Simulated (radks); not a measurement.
**Ionisation energy and size from Ni⁺ to Zr⁺**

An exercise on one series of results from a longer session: the logs are not shown, and one member is left open.

The numbers are computed with radks (a radial shooting solver on a logarithmic mesh, Libxc functionals) version 1 (scalar-relativistic Kohn-Sham, r2SCAN, spin-polarised, spherical densities, finite nucleus; open shells are filled with parallel spins first), except any that are marked as measured or tabulated.

### The atom as given

| Item | Value |
| --- | --- |
| species | Ni⁺, Cu⁺, Zn⁺, Ga⁺, Ge⁺, As⁺, Se⁺, Br⁺, Kr⁺, Rb⁺, Sr⁺, Zr⁺ |
| runs | 24, each species and its next ion |

Set-up of the first run:

Settings of this run:

```text
Z 28
configuration [Ar] 3d9
relativity scalar-relativistic
functional r2scan,r2scan
spin polarised
nucleus finite rms 3.7757 fm
c 137.035999084
```

Steps of the session up to this table: Ni⁺, [Ar] 3d9.

One table of the session follows, with a row left open; its other results are not shown here.

Radial moments (bohr):

```
  level     <r>  outermost maximum (interpolated)  90 % within  nodes
  2p up  0.2152                             0.165        0.352      0
2p down  0.2151                             0.165        0.352      0
  3s up  0.7432                             0.640         1.12      2
3s down  0.7442                             0.640         1.12      2
  3p up  0.7850                             0.649         1.21      1
3p down  0.7866                             0.650         1.22      1
  3d up       ?                                 ?            ?      ?
3d down   1.081                             0.644         1.95      0
```

**Question.** Estimate the row for 3d up.

The run gave: <r>: 1.052; outermost maximum (interpolated): 0.641; 90 % within: 1.88; nodes: 0. In the column «<r>» it lies between 3p down (0.7866) and 3d down (1.081).

Caveats from the session: For Zr⁺ the highest level isn't the widest one, so −ε(HOMO) and <r> belong to different orbitals, and Δ-SCF follows the ion's typed configuration. Elements between those listed are not part of this session, or gave no valid solution. Open shells are spherical and high-spin; term and fine-structure splittings are not resolved.
